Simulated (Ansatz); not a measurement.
Working through a ladder of methods at one geometry of C₂H₄F₂Ge, SMILES FC(F)=[CH][GeH3]

Computed with Ansatz 0.2.0, Python API.

Input file `c2h4f2ge.xyz`:
```text
9

F     2.80530   -0.24020   -0.38650
C     1.40630   -0.33660   -0.50890
F     0.86770   -1.11000   -1.51350
C     0.68020    0.30270    0.35080
Ge   -1.30730    0.12190    0.22530
H     1.03140    0.92450    1.13820
H    -1.76410    0.65300   -1.13090
H    -1.67060   -1.34310    0.39390
H    -1.96040    0.98160    1.41440
```

The cells in order, each with its output:

```python
from pathlib import Path

import ansatz as az
import numpy as np

geometry = az.Crystal.molecule_from_extxyz("c2h4f2ge.xyz")
```

```python
calculation = geometry.calculation().basis(gaussian="def2-SVP")
```

```python
print("functional    E (Ha)        dipole (D)   HOMO (eV)  LUMO (eV)")
for name in ["pbe0", "blyp", "hse06", "lc_wpbe", "cam_b3lyp", "revpbe"]:
    r = calculation.functional(name).forces().orbitals().run(runs_dir="runs").report
    lines = Path(r["orbitals_path"]).read_text().splitlines()
    field_of = lambda key: [line.split("=")[1].strip() for line in lines if line.startswith(key)]
    orbitals = [(27.211386 * float(e), s, float(n)) for e, s, n in zip(field_of("Ene="), field_of("Spin="), field_of("Occup="))]
    homo = max(e for e, _, n in orbitals if n > 0.5)
    lumo = min(e for e, _, n in orbitals if n < 0.5)
    dipole = 4.803205 * np.linalg.norm(r["charge_distribution"]["dipole_moment_e_ang"])
    print(f"{name:10s} {r['free_energy_ev'] / 27.211386246:14.6f} {dipole:9.3f} {homo:11.3f} {lumo:10.3f}")
```

    functional    E (Ha)        dipole (D)   HOMO (eV)  LUMO (eV)
    pbe0         -2354.228836     1.257      -7.983     -0.136
    blyp         -2354.775366     0.948      -6.390     -0.880
    hse06        -2354.217367     1.253      -7.579     -0.522
    lc_wpbe      -2354.342456     1.291     -10.692      2.215
    cam_b3lyp    -2354.801554     1.299      -9.298      1.057
    revpbe       -2354.530092     0.928      -6.517     -0.947

Total energies depend on the basis set; only differences at equal settings carry meaning. The geometry is a force-field or estimated start, not a minimum of this method, and the basis set is short of its limit. A lower total doesn't mark the better method: functionals have no common bound, and MP2 and coupled cluster aren't variational. Levels such as HOMO and LUMO are orbital energies: with these approximate functionals they aren't the ionisation energy and electron affinity, and their gap isn't the fundamental gap. hse06 follows the composition of plane-wave codes, whose totals differ by tens of mHa, up to about 0.1 Ha, from the form usual in Gaussian-basis programs (wpbeh). Timing: 48 s on 1 thread of Arm Neoverse N1 (shared host), peak memory 0.34 GiB.
